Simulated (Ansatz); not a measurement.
# Ir4Rh: the cost of one run

Computed with Ansatz 0.2.0 (DFT PBE, scalar-relativistic, plane waves, PAW, unless a step's input says otherwise).

1 further run of the same task is left out (it didn't finish).

### 1 The system as given

It takes space group Cmcm (No. 63, orthorhombic). The conventional cell has a = 13.717 Å, b = 4.754 Å, c = 4.434 Å, α = 90.00°, β = 90.00°, γ = 90.00°. Ir (site symmetry m) is surrounded by 11 Ir at 2.72 to 2.75 Å and 1 Rh at 2.74 Å. Ir (site symmetry m) has 4 Rh at 2.72 to 2.75 Å and 8 Ir at 2.73 to 2.75 Å as nearest neighbours. Rh (site symmetry m2m) is surrounded by 10 Ir at 2.72 to 2.75 Å and 2 Rh at 2.73 Å.

Coordinates:

```
CELL_PARAMETERS angstrom
6.85832 -2.37696 0.00000
6.85832 2.37696 0.00000
0.00000 0.00000 4.43418
ATOMIC_POSITIONS crystal
Ir 0.86495 0.53456 0.25000
Ir 0.06686 0.73338 0.25000
Ir 0.26662 0.93314 0.25000
Ir 0.46544 0.13505 0.25000
Ir 0.13505 0.46544 0.75000
Ir 0.53456 0.86495 0.75000
Ir 0.73338 0.06686 0.75000
Ir 0.93314 0.26662 0.75000
Rh 0.66817 0.33183 0.25000
Rh 0.33183 0.66817 0.75000
```

It is the end of an earlier relaxation with the same method, from a generated guess; it is a trial structure. At a tolerance of 0.05 Å it has space group Cmcm (No. 63); it has 14.46 Å³/atom, an uncorrected energy of +0.06 eV/atom over the elements.

### 2 Electronic structure at the relaxed geometry

Input file input.yaml:

```yaml
crystal:
  lattice:
    - [6.8583187645, -2.37696492, 0.0]
    - [6.8583187645, 2.37696492, 0.0]
    - [0.0, 0.0, 4.4341793277]
  atoms:
    - { symbol: Ir, position: [0.8649547924, 0.5345596576, 0.25] }
    - { symbol: Ir, position: [0.0668587999, 0.7333767219, 0.25] }
    - { symbol: Ir, position: [0.2666232781, 0.9331412001, 0.25] }
    - { symbol: Ir, position: [0.4654403424, 0.1350452076, 0.25] }
    - { symbol: Ir, position: [0.1350452076, 0.4654403424, 0.75] }
    - { symbol: Ir, position: [0.5345596576, 0.8649547924, 0.75] }
    - { symbol: Ir, position: [0.7333767219, 0.0668587999, 0.75] }
    - { symbol: Ir, position: [0.9331412001, 0.2666232781, 0.75] }
    - { symbol: Rh, position: [0.6681718423, 0.3318281577, 0.25] }
    - { symbol: Rh, position: [0.3318281577, 0.6681718423, 0.75] }
basis:
  ecutwfc: 420
kpoints:
  mp_grid: { grid: [8, 8, 8] }
  band_path:
    path:
      - [[0.0, 0.0, 0.0], [0.5, 0.5, 0.0], [0.28002965, 0.71997035, 0.0]]
      - [[-0.28002965, 0.28002965, 0.0], [0.0, 0.0, 0.0], [0.0, 0.0, 0.5], [-0.28002965, 0.28002965, 0.5]]
      - [[0.28002965, 0.71997035, 0.5], [0.5, 0.5, 0.5], [0.5, 0.5, 0.0]]
      - [[0.0, 0.0, 0.0], [0.0, 0.5, 0.0], [0.0, 0.5, 0.5], [0.0, 0.0, 0.5], [0.5, 0.5, 0.5]]
    npoints: 14
hamiltonian:
  xc: pbe
scf:
  occupations: { method: gaussian, width: 0.1 }
  n_extra_bands: 25
output:
  forces: true
  stress: true
  eigenvalues: true
  populations: true
  dos: { projected: true, de: 0.02, nscf_kmesh: { grid: [10, 10, 10] } }
  bader: true
  write_density: true
  write_potential: true
  elf: true
  volumetric_format: npy
```

Command:

```
$ ansatz run input.yaml --threads 4 --pin off --max-ram 8192MiB --backend cpu --events-out ev --progress --plain --runs-dir out
```

**Question.** How long does this run take on 4 threads of Arm Neoverse V1, shared host, and how much memory does it need?

About 2.1 min, with a peak of 2.1 GiB.
